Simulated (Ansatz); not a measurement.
# TiNi: the cost of one run

Computed with Ansatz 0.2.0 (DFT LDA, scalar-relativistic, plane waves, PAW, unless a step's input says otherwise).

3 further runs of the same task are left out: 3 set aside as unsound or not needed.

### 1 Starting point

The structure is cubic, space group Pm-3m (No. 221). Conventional cell: a = 3.015 Å, b = 3.015 Å, c = 3.015 Å, α = 90.00°, β = 90.00°, γ = 90.00°. Ti (site symmetry m-3m) has 8 Ni at 2.61 Å as nearest neighbours. Ni (site symmetry m-3m) has 8 Ti at 2.61 Å as nearest neighbours.

Structure file:

```xyz
2
Lattice="3.0150 0.0000 0.0000 0.0000 3.0150 0.0000 0.0000 0.0000 3.0150" Properties=species:S:1:pos:R:3 pbc="T T T"
Ti    1.5075    1.5075    1.5075
Ni    0.0000    0.0000    0.0000
```

The cell is the deposited one, not relaxed. At LDA, an earlier run found -12.69 GPa for this cell of 13.703 Å³/atom (12×12×12 mesh), metallic, no moment left. The cell is stretched at this level.

### 2 Bands on a fine mesh, Fermi surface

File input.yaml:

```yaml
crystal:
  lattice:
    - [3.0149989595, 0.0, 0.0]
    - [0.0, 3.0149989595, 0.0]
    - [0.0, 0.0, 3.0149989595]
  atoms:
    - { symbol: Ti, position: [0.5, 0.5, 0.5] }
    - { symbol: Ni, position: [0.0, 0.0, 0.0] }
basis:
  ecutwfc: 420
  ecutrho_ratio: 4
kpoints:
  mp_grid: { grid: [12, 12, 12] }
hamiltonian:
  xc: lda
scf:
  occupations: { method: gaussian, width: 0.05 }
output:
  forces: true
  stress: true
  eigenvalues: true
  eigenstates:
    nscf_kmesh: { grid: [20, 20, 20] }
    de_dk: true
    e_range: [-2.5, 2.5]
  write_density: true
  write_potential: true
  elf: true
  volumetric_format: npy
```

The run is started by

```console
ansatz run input.yaml --threads 4 --pin off --max-ram 9216MiB --backend cpu --events-out ev --progress --plain --runs-dir out
```

What time and memory should one allow on 4 threads of AMD EPYC (Zen 3), shared host?

About 4.7 s, with a peak of 0.43 GiB.
